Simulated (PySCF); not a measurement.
# C8H7N: the cost of one run

Computed with PySCF 2.14.0 and routines of our own; the level stands in each step. Atoms count from 0.

## 1. The starting structure

16 atoms, charge 0, multiplicity 1; geometry from: GFN2-xTB.

## 2. Geometry optimisation at BHandHLYP/def2-SV(P)

The job: settings as JSON, then the geometry in Å.

```
{"job": {"xc": "BHandHLYP", "basis": "def2-SV(P)", "grid": 1, "kind": "geom"}, "charge": 0, "multiplicity": 1}
C     -2.136638    -0.486197    -0.041400
C     -1.988712     0.899685     0.199990
C     -0.758929     1.482743     0.278749
C      0.383716     0.674445     0.111415
C      1.744953     0.932519     0.128907
N      2.387224    -0.237967    -0.094788
C      1.510965    -1.256762    -0.258431
C      0.233124    -0.734969    -0.137173
C     -1.056058    -1.300467    -0.208256
H     -3.135572    -0.896086    -0.091545
H     -2.880023     1.498574     0.323763
H     -0.647606     2.541176     0.465278
H      2.278220     1.848853     0.283638
H      3.389458    -0.337907    -0.135053
H      1.838842    -2.259468    -0.445581
H     -1.170562    -2.359228    -0.390925
```

The run is started by

```bash
$ OMP_NUM_THREADS=1 python excited_run.py task.json out
```

The driver reads the jobs from task.json and runs them one after another.

Q: Estimate the wall time and peak memory of this first job on 1 thread of Arm Neoverse V1, shared host.

About 40 s, with a peak of 0.58 GiB.
